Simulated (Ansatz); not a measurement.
# Na2F3: the cost of one run

Method: DFT PBE, scalar-relativistic, plane waves, PAW, in Ansatz 0.2.0.

2 further runs of the same task are left out: 1 that didn't finish, 1 set aside as unsound or not needed.

## (1) The structure to begin with

It takes space group P-3m1 (No. 164, trigonal). Conventional cell: a = 3.760 Å, b = 3.760 Å, c = 5.850 Å, α = 90.00°, β = 90.00°, γ = 120.00°. Na (site symmetry 3m) has 7 F at 2.26 to 2.60 Å as nearest neighbours. Around F (site symmetry -3m) lie 6 Na at 2.60 Å. Around F (site symmetry 3m) lie 4 Na at 2.26 to 2.34 Å.

Structure file:

```cif
data_structure
_symmetry_space_group_name_H-M 'P 1'
_symmetry_Int_Tables_number 1
_cell_length_a 3.7602
_cell_length_b 3.7602
_cell_length_c 5.8502
_cell_angle_alpha 90.000
_cell_angle_beta 90.000
_cell_angle_gamma 120.000
_cell_volume 71.63
loop_
_atom_site_label
_atom_site_type_symbol
_atom_site_fract_x
_atom_site_fract_y
_atom_site_fract_z
_atom_site_occupancy
Na1 Na 0.33333 0.66667 0.24500 1
Na2 Na 0.66667 0.33333 0.75500 1
F1 F 0.00000 0.00000 0.00000 1
F2 F 0.33333 0.66667 0.64500 1
F3 F 0.66667 0.33333 0.35500 1
```

(A quick probe on a coarse mesh, which set the mesh and smearing, is not shown.)

## (3) The relaxation

The input, input.yaml:

```yaml
crystal:
  lattice:
    - [3.7601698346, 0.0, 0.0]
    - [-1.8800849173, 3.2564025993, 0.0]
    - [0.0, 0.0, 5.8502134736]
  atoms:
    - { symbol: Na, position: [0.3333333333, 0.6666666667, 0.245] }
    - { symbol: Na, position: [0.6666666667, 0.3333333333, 0.755] }
    - { symbol: F, position: [0.0, 0.0, 0.0], spin: 0.35 }
    - { symbol: F, position: [0.3333333333, 0.6666666667, 0.645], spin: 0.37 }
    - { symbol: F, position: [0.6666666667, 0.3333333333, 0.355], spin: 0.37 }
basis:
  ecutwfc: 420
kpoints:
  mp_grid: { grid: [12, 12, 6] }
hamiltonian:
  xc: pbe
scf:
  occupations: { method: gaussian, width: 0.1 }
output:
  forces: true
  stress: true
  eigenvalues: true
  populations: true
magnetization:
  spin_polarized: true
relax:
  adjacent_minimum: "off"
  f_tol: 0.01
  max_steps: 80
  cell: { stress_tol: 0.05 }
```

Launch:

```
$ ansatz run input.yaml --threads 1 --pin off --max-ram 2560MiB --backend cpu --events-out ev --progress --plain --runs-dir out
```

What time and memory should one allow on 1 thread of AMD EPYC 9R45 (Zen 5), shared host?

About 3.1 min, with a peak of 0.56 GiB.
